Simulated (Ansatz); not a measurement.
# Mg2C: the band gap up the ladder of functionals

An exercise on one series of results from a longer session: the logs are not shown, and one member is left open.

Code: Ansatz 0.2.0. PAW datasets, plane waves. (Calculated; spin-unpolarised; the phase may be known or hypothetical.)

### The system as given

The cell was relaxed beforehand with r2SCAN.

Space group Fm-3m (No. 225), cubic; conventional cell a = 5.422 Å, 13.28 Å³ an atom. C has 8 Mg at 2.35 Å; Mg has 4 C at 2.35 Å.

Structure file:

```cif
data_structure
_symmetry_space_group_name_H-M 'Fm-3m'
_symmetry_Int_Tables_number 225
_cell_length_a 5.4219
_cell_length_b 5.4219
_cell_length_c 5.4219
_cell_angle_alpha 90.000
_cell_angle_beta 90.000
_cell_angle_gamma 90.000
_cell_volume 159.39
loop_
_atom_site_label
_atom_site_type_symbol
_atom_site_symmetry_multiplicity
_atom_site_Wyckoff_symbol
_atom_site_fract_x
_atom_site_fract_y
_atom_site_fract_z
_atom_site_occupancy
C1 C 4 a 0.00000 0.00000 0.00000 1
Mg1 Mg 8 c 0.25000 0.75000 0.75000 1
```

The first run:

input.yaml reads:

```yaml
crystal:
  lattice:
    - [0.0, 2.7109426128, 2.7109426128]
    - [2.7109426128, 0.0, 2.7109426128]
    - [2.7109426128, 2.7109426128, 0.0]
  atoms:
    - { symbol: C, position: [0.0, 0.0, 0.0] }
    - { symbol: Mg, position: [0.25, 0.25, 0.25] }
    - { symbol: Mg, position: [0.75, 0.75, 0.75] }
kpoints:
  mp_grid: { grid: [8, 8, 8] }
  band_path:
    path:
      - [[0.0, 0.0, 0.0], [0.5, 0.0, 0.5], [0.625, 0.25, 0.625]]
      - [[0.375, 0.375, 0.75], [0.0, 0.0, 0.0], [0.5, 0.5, 0.5], [0.5, 0.25, 0.75], [0.5, 0.0, 0.5]]
    npoints: 10
hamiltonian:
  xc: pbe
scf:
  occupations: { method: fermi_dirac, width: 0.02 }
  n_extra_bands: 4
output:
  forces: true
  stress: true
  eigenvalues: true
```

Among the steps run: PBE band path; r2SCAN; Single point with HSE06; PBE0; LDA; Quasiparticle levels, G0W0@PBE; DDH-PBE0 at the same geometry; r2SCANh; r2SCAN0 at the same geometry.

One of the session's tables, all rows but one given; the rest of the session is left out.

| level | gap (eV) |
| --- | --- |
| PBE | 0.74 |
| r2SCAN | 1.11 |
| HSE06 | 1.40 |
| PBE0 | 2.05 |
| LDA | 0.76 |
| G0W0@PBE (118 empty bands) | 1.16 |
| G0W0@PBE (295 empty bands) | 1.30 |
| DDH-PBE0 | ? |
| r2SCANh | 1.58 |
| r2SCAN0 | 2.30 |

**Question.** Estimate the row for DDH-PBE0.

The run gave: gap (eV): 1.32. In the column «gap (eV)» it lies between G0W0@PBE (295 empty bands) (1.30) and HSE06 (1.40).

Meshes: PBE 8×8×8, r2SCAN 8×8×8, HSE06 6×6×6, PBE0 6×6×6, LDA 8×8×8, DDH-PBE0 6×6×6, r2SCANh 6×6×6, r2SCAN0 6×6×6

What this shows: The gap runs from 0.74 eV (PBE) to 2.30 eV (r2SCAN0). Against G0W0@PBE, PBE is short by 0.56 eV, at 57 % of it, and r2SCAN 86 %. PBE0 lies 0.65 eV above HSE06, which differs from it by screening the long-range exchange. No extrapolation in bands, cutoff or mesh was made for G0W0.

To keep in mind: Warnings in the runs' records: stress exchange threshold loose, stress scf threshold loose.
